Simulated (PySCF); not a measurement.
# The bond of HgI+, level by level

One table from this session's results is given with a row withheld; the runs are named, their logs left out.

Method: Hg def2-SVP with ECP60, I def2-SVP with ECP28, scalar-relativistic core potentials; program: PySCF 2.14.0.

Set-up of the first run:

A driver script around PySCF takes these settings:

```json
{
 "atoms": "Hg, I",
 "charge": "1",
 "basis": "Hg def2-SVP with ECP60, I def2-SVP with ECP28",
 "Hamiltonian": "scalar-relativistic core potentials",
 "basis functions": "58",
 "electrons treated": "44",
 "masses in u": "201.9706, 126.9045",
 "levels": "PBE0, PBE, r²SCAN, PBEsol, MN15, PW91, HF, MP2, SCS-MP2, CCSD, CCSD(T)",
 "grid": "80 radial by 434 angular points",
 "occupations": "held fixed by the projection of orbital angular momentum",
 "dissociation limit": "Hg+ + I, each in its ground configuration",
 "starting distance in angstrom": "2.785",
 "values of 2S to try": "0, 2"
}
```

Among the steps run: The job; The PBE0 curve of the state that the search chose; Other states along the same grid; PBE; r²SCAN (meta-GGA); PBEsol (GGA); MN15 (hybrid meta-GGA); PW91 (GGA); RHF (mean field); Adding correlation.

One of the session's tables, all rows but one given; the rest of the session is left out.

Differences from CCSD(T) in the same basis:

| level | Re (mÅ) | ωe (%) |
| --- | --- | --- |
| RHF | ? | ? |
| RHF-MP2 | -36 | +6.8 |
| RHF-SCS-MP2 | -16 | +3.0 |
| RHF-CCSD | -6 | +2.2 |
| PBE | -4 | -1.5 |
| PBEsol | -39 | +4.3 |
| PW91 | -6 | -1.2 |
| r²SCAN | -32 | +4.6 |
| PBE0 | -29 | +4.8 |
| MN15 | -31 | +3.2 |

Q: Estimate the row for RHF from the others.

As computed: Re (mÅ): -9; ωe (%): +7.2. In the column «Re (mÅ)» it lies between RHF-SCS-MP2 (-16) and RHF-CCSD (-6).
